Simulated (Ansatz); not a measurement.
**ClH₆N₃Zr: up Jacob's ladder to CCSD(T)**

One table from this session's results is given with a row withheld; the runs are named, their logs left out.

Program: Ansatz 0.2.0, Gaussian basis. Level of theory: functionals in def2-TZVPP, the program's frozen cores in correlated methods. These are calculated values, not measurements.

The runs, in order: LDA (SPW92), PBE-D4, revPBE-D4, BLYP-D4, r2SCAN-D4, B97M-V, PBE0-D4, B3LYP-D4, r2SCANh-D4, r2SCAN0-D4, HSE06-D4, BHLYP-D4, CAM-B3LYP-D4, LC-ωPBE, ωB97X-V, ωB97M-V, B2PLYP, PBE-QIDH; CCSD(T)/def2-SVP; CCSD(T)/def2-TZVPP; MP2/def2-QZVPP; extrapolation to the limit; RPA on PBE.

1 further run of the same task is left out (for a known fault of the program). Runs told in other sessions of the task aren't counted.

## The relaxed structure

All runs share one geometry, relaxed beforehand with PBE0-D4 in a triple-zeta def2 set. Zr takes the def2 core potential; no spin-orbit term is included.

SMILES `[NH2][Zr]([NH2])([NH2])[Cl]`, 11 atoms, charge 0, spin multiplicity 1.

Atoms are counted from 1 here; the program's logs count them from 0.

Bond lengths: N1–Zr2 2.026 Å, N1–H6 1.010 Å, N1–H7 1.012 Å, Zr2–N3 2.026 Å, Zr2–N4 2.026 Å, Zr2–Cl5 2.392 Å, N3–H8 1.012 Å, N3–H9 1.010 Å, N4–H10 1.012 Å, N4–H11 1.010 Å. Angles: Zr2–N1–H6 126.5°, Zr2–N1–H7 124.4°, H6–N1–H7 108.8°, N1–Zr2–N3 106.9°, N1–Zr2–N4 107.0°, N1–Zr2–Cl5 111.9°, N3–Zr2–N4 106.9°, N3–Zr2–Cl5 111.9°, N4–Zr2–Cl5 111.9°, Zr2–N3–H8 124.4°, Zr2–N3–H9 126.4°, H8–N3–H9 108.9°, Zr2–N4–H10 124.4°, Zr2–N4–H11 126.5°, H10–N4–H11 108.9°.

As a file:

```mol
ClH6N3Zr
  3D, bonds by distance, orders not assigned

 11 10  0  0  0  0  0  0  0  0999 V2000
   -1.1408   -1.0235   -1.1197 N   0  0
    0.2072    0.2808   -0.3531 Zr  0  0
   -0.7709    1.3987    1.0253 N   0  0
    1.5874   -0.8151    0.6469 N   0  0
    1.2053    1.6343   -2.0536 Cl  0  0
   -1.1696   -2.0205   -0.9597 H   0  0
   -1.8371   -0.7835   -1.8139 H   0  0
   -0.4031    2.2457    1.4397 H   0  0
   -1.7242    1.2714    1.3343 H   0  0
    2.3404   -1.3267    0.2048 H   0  0
    1.7055   -0.8616    1.6491 H   0  0
  1  2  8  0
  2  3  8  0
  2  4  8  0
  2  5  8  0
  1  6  8  0
  1  7  8  0
  3  8  8  0
  3  9  8  0
  4 10  8  0
  4 11  8  0
M  END
```

Set-up of the first run:

Input file in.yaml:

```yaml
crystal:
  periodic: [false, false, false]
  atoms:
    - {symbol: N, position_ang: [-1.140809, -1.023474, -1.119724]}
    - {symbol: Zr, position_ang: [0.207181, 0.280823, -0.353108]}
    - {symbol: N, position_ang: [-0.770876, 1.398687, 1.025292]}
    - {symbol: N, position_ang: [1.587373, -0.815064, 0.646909]}
    - {symbol: Cl, position_ang: [1.205273, 1.634255, -2.053554]}
    - {symbol: H, position_ang: [-1.169570, -2.020486, -0.959687]}
    - {symbol: H, position_ang: [-1.837144, -0.783492, -1.813939]}
    - {symbol: H, position_ang: [-0.403146, 2.245717, 1.439670]}
    - {symbol: H, position_ang: [-1.724177, 1.271367, 1.334283]}
    - {symbol: H, position_ang: [2.340437, -1.326737, 0.204775]}
    - {symbol: H, position_ang: [1.705458, -0.861587, 1.649082]}
basis:
  gaussian: {orbitals: def2-TZVPP}
hamiltonian: {xc: lda}
output: {orbitals: {seedname: orbitals}}
```

Command:

```bash
ansatz run in.yaml --threads 4 --pin off --events-out ev --progress --plain --max-ram 11315MiB
```

Among the steps run: LDA; PBE-D4 (GGA); revPBE-D4 (GGA); BLYP-D4 (GGA); r2SCAN-D4 (meta-GGA); B97M-V (meta-GGA); PBE0-D4 (hybrid); B3LYP-D4 (hybrid); r2SCANh-D4 (hybrid); r2SCAN0-D4 (hybrid); HSE06-D4 (hybrid); BHLYP-D4 (hybrid); CAM-B3LYP-D4 (range-separated); LC-ωPBE (range-separated); ωB97X-V (range-separated); ωB97M-V (range-separated); B2PLYP (double hybrid); PBE-QIDH (double hybrid).

One of the session's tables, all rows but one given; the rest of the session is left out.

It belongs to the step «Orbital energies across the functionals». 

```
  functional  HOMO (eV)  gap (eV)
 LDA (SPW92)      -6.19      4.65
      PBE-D4      -6.00      4.68
   revPBE-D4      -5.93      4.70
     BLYP-D4      -5.87      4.66
   r2SCAN-D4      -6.28      5.18
      B97M-V      -6.34      5.25
     PBE0-D4      -7.37      6.93
    B3LYP-D4      -7.13      6.45
  r2SCANh-D4      -6.80      6.01
  r2SCAN0-D4          ?         ?
    HSE06-D4      -6.96      6.14
    BHLYP-D4      -8.65      8.88
CAM-B3LYP-D4      -8.80      9.19
     LC-ωPBE     -10.23     11.67
     ωB97X-V      -9.84     11.12
     ωB97M-V      -9.74     10.51
```

Estimate the missing values for r2SCAN0-D4.

Worked estimate for «HOMO (eV)». Against the share of exact exchange, r2SCAN-D4 (0, -6.28), r2SCANh-D4 (0.1, -6.80) give a slope of -5.20 per unit share; at 0.25 the line stands at -7.58.

As computed: HOMO (eV): -7.58; gap (eV): 7.28. In «HOMO (eV)» the line misses by 0.00.
